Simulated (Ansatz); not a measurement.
# CH5BFNOS: the cost of one run

Method: UKS PBE0-D4/STO-3G, in Ansatz 0.2.0.

### Step 1. The structure to begin with

Bond lengths: N1–B2 1.523 Å, B2–O3 1.430 Å, B2–C4 1.572 Å, C4–F5 1.401 Å, C4–S6 1.883 Å, N1–H7 1.047 Å, N1–H8 0.990 Å, O3–H9 1.028 Å, C4–H10 1.077 Å, S6–H11 1.428 Å. Angles: N1–B2–O3 117.4°, N1–B2–C4 125.0°, O3–B2–C4 117.4°, B2–N1–H7 105.1°, B2–N1–H8 109.6°, H7–N1–H8 111.7°, B2–O3–H9 107.1°, B2–C4–F5 109.5°, B2–C4–S6 108.3°, B2–C4–H10 114.1°, F5–C4–S6 105.5°, F5–C4–H10 112.8°, S6–C4–H10 106.1°, C4–S6–H11 93.0°.

Structure file:

```xyz
11

N    -0.1567   -1.2770   -1.2066
B     0.4749   -0.2107   -0.3210
O     1.7610   -0.4948    0.2352
C    -0.1322    1.2146   -0.0516
F    -0.4560    1.8239   -1.2708
S    -1.7690    0.9998    0.8532
H    -1.0553   -1.5284   -0.7321
H     0.4512   -2.0559   -1.2742
H     1.6045   -0.9025    1.1657
H     0.4778    1.8406    0.5784
H    -1.1348    0.5335    2.0445
```

### Step 2. Preparing the start

input.yaml reads:

```yaml
crystal:
  periodic: [false, false, false]
  atoms:
    - { symbol: "N", position_ang: [-0.1567, -1.277, -1.2066] }
    - { symbol: B, position_ang: [0.4749, -0.2107, -0.321] }
    - { symbol: O, position_ang: [1.761, -0.4948, 0.2352] }
    - { symbol: C, position_ang: [-0.1322, 1.2146, -0.0516] }
    - { symbol: F, position_ang: [-0.456, 1.8239, -1.2708] }
    - { symbol: S, position_ang: [-1.769, 0.9998, 0.8532] }
    - { symbol: H, position_ang: [-1.0553, -1.5284, -0.7321] }
    - { symbol: H, position_ang: [0.4512, -2.0559, -1.2742] }
    - { symbol: H, position_ang: [1.6045, -0.9025, 1.1657] }
    - { symbol: H, position_ang: [0.4778, 1.8406, 0.5784] }
    - { symbol: H, position_ang: [-1.1348, 0.5335, 2.0445] }
magnetization:
  spin_polarized: true
basis:
  gaussian: { orbitals: STO-3G }
hamiltonian:
  xc: pbe0
  dispersion: d4
relax:
  f_tol: 0.02
  max_steps: 40
output:
  orbitals: {}
```

Started as:

```console
ansatz run input.yaml --threads 1 --pin off --max-ram 2048MiB --backend cpu --events-out ev --progress --plain --runs-dir out
```

**Question.** How long does this run take on 1 thread of Intel Xeon Platinum 8259CL at 2.50GHz (Skylake/Cascade Lake), shared host, and how much memory does it need?

About 3.2 min, with a peak of 0.26 GiB.
